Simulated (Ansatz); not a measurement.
Consider vertical spin-state energies of B2BrFH2O, SMILES OB(Br)BF (the Ansatz DFT code, driven from Python).

The script reads `b2brfh2o.xyz`:
```text
7

O    -1.06090    0.18950    1.23920
B     0.15700    0.00990    0.54060
Br    1.74750   -0.51630    1.57400
B     0.34200    0.23110   -1.10340
F    -0.89610    0.60360   -1.87520
H    -1.55300   -0.63550    1.22630
H     1.32470    0.04960   -1.64730
```

`b2brfh2o_spin.py`
```python
'''Gap between spin states of B2BrFH2O at one geometry.'''

import ansatz as az

geometry = az.Crystal.molecule_from_extxyz('b2brfh2o.xyz')

model = (
    geometry.calculation()
    .basis(gaussian='def2-SVP')
    .functional('PBE')
)
found = {}
for unpaired in [0, 2]:
    r = model.spin('collinear', total=unpaired).run().report
    s = unpaired / 2
    found[unpaired] = r['free_energy_ev']
    print(f'2S+1 = {unpaired + 1}: E = {found[unpaired]:.5f} eV, <S^2> = {abs(r["mean_field"]["state"]["spin_squared"]):.3f} (pure state {s * (s + 1):.2f})')
lowest = min(found, key=found.get)
for unpaired, e in found.items():
    print(f'multiplicity {unpaired + 1}: {23.060548 * (e - found[lowest]):.1f} kcal/mol above the lowest')
```

Which spin state is lowest at this geometry, and how far above lie the others?

In order: multiplicity 1 (+0.00 eV) and multiplicity 3 (+2.26 eV), all at the one geometry.

The output:

```console
$ python b2brfh2o_spin.py
2S+1 = 1: E = -76166.68243 eV, <S^2> = 0.000 (pure state 0.00)
2S+1 = 3: E = -76164.42570 eV, <S^2> = 2.002 (pure state 2.00)
multiplicity 1: 0.0 kcal/mol above the lowest
multiplicity 3: 52.0 kcal/mol above the lowest
```

Reading the output:
- Total energies depend on the basis set; only differences at equal settings carry meaning.
- The geometry is a force-field or estimated start, not a minimum of this method, and the basis set is short of its limit. All parts are taken at fixed geometry, without zero-point energy.
- Run time: 11 s on 1 thread of Arm Neoverse V1 (shared host), peak memory 0.21 GiB.

(Lines on the test bed's own set-up are left out of the output.)
